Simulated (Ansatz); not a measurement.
**C₂H₄BN (SMILES B#CNC): a short trajectory**

Aim: follow the atoms for 60 steps of 0.75 fs with a Nosé-Hoover thermostat, with velocities drawn for 500 K.

Program: Ansatz 0.2.0, Gaussian basis. Level of theory: PBE0-D4/def2-SVP. These are calculated values, not measurements.

## 1. Starting geometry

SMILES `B#CNC`, 8 atoms, charge 0, spin multiplicity 1.

Atoms are counted from 1 here; the program's logs count them from 0.

Bond lengths: B1–C2 1.330 Å, C2–N3 1.345 Å, N3–C4 1.446 Å, N3–H5 1.015 Å, C4–H6 1.097 Å, C4–H7 1.089 Å, C4–H8 1.091 Å. Angles: B1–C2–N3 153.0°, C2–N3–C4 120.5°, C2–N3–H5 116.5°, C4–N3–H5 113.6°, N3–C4–H6 112.4°, N3–C4–H7 108.8°, N3–C4–H8 109.3°, H6–C4–H7 108.3°, H6–C4–H8 108.8°, H7–C4–H8 109.3°.

Coordinates:

```xyz
8

B     2.59989   -0.28435    0.14048
C     1.40597   -0.38513   -0.43604
N     0.15061    0.03518   -0.67393
C    -0.85427   -0.03077    0.36312
H     0.04968    0.83785   -1.28691
H    -0.76593    0.79209    1.08388
H    -0.74093   -0.97059    0.90170
H    -1.84502    0.00571   -0.09230
```

## 2. Dynamics

The input, md/in.yaml:

```yaml
crystal:
  periodic: [false, false, false]
  atoms:
    - {symbol: B, position_ang: [2.599890, -0.284350, 0.140480]}
    - {symbol: C, position_ang: [1.405970, -0.385130, -0.436040]}
    - {symbol: N, position_ang: [0.150610, 0.035180, -0.673930]}
    - {symbol: C, position_ang: [-0.854270, -0.030770, 0.363120]}
    - {symbol: H, position_ang: [0.049680, 0.837850, -1.286910]}
    - {symbol: H, position_ang: [-0.765930, 0.792090, 1.083880]}
    - {symbol: H, position_ang: [-0.740930, -0.970590, 0.901700]}
    - {symbol: H, position_ang: [-1.845020, 0.005710, -0.092300]}
basis:
  gaussian: {orbitals: def2-SVP}
hamiltonian: {xc: pbe0, dispersion: d4}
md: {n_steps: 60, timestep: 0.75, temperature: 500, ensemble: nvt_nose_hoover, seed: 559, initial_velocities: maxwell_boltzmann}
```

On the command line:

```console
> ansatz run in.yaml --threads 2 --pin off --events-out ev --progress --plain --max-ram 3481MiB
```

Before running it: what results should come out? Wanted: temperature at the start; mean temperature, second half; lowest and highest potential energy, from the first frame; largest change of potential + kinetic.

As calculated:

| quantity | value |
| --- | --- |
| length | 60 steps, 45.0 fs |
| temperature at the start | 500 K |
| mean temperature, second half | 657 K |
| lowest and highest potential energy, from the first frame | -276 and 156 meV |
| largest change of potential + kinetic | 28.1 meV |

In words: The thermostat trades energy with the molecule, so the sum of potential and kinetic energy isn't conserved: it changes by -28 meV over the run. The mean temperature of the second half is still well above the 500 K set. The instant temperature ranges from 289 to 845 K, as energy passes between motion and strain. The molecule keeps its bonds.
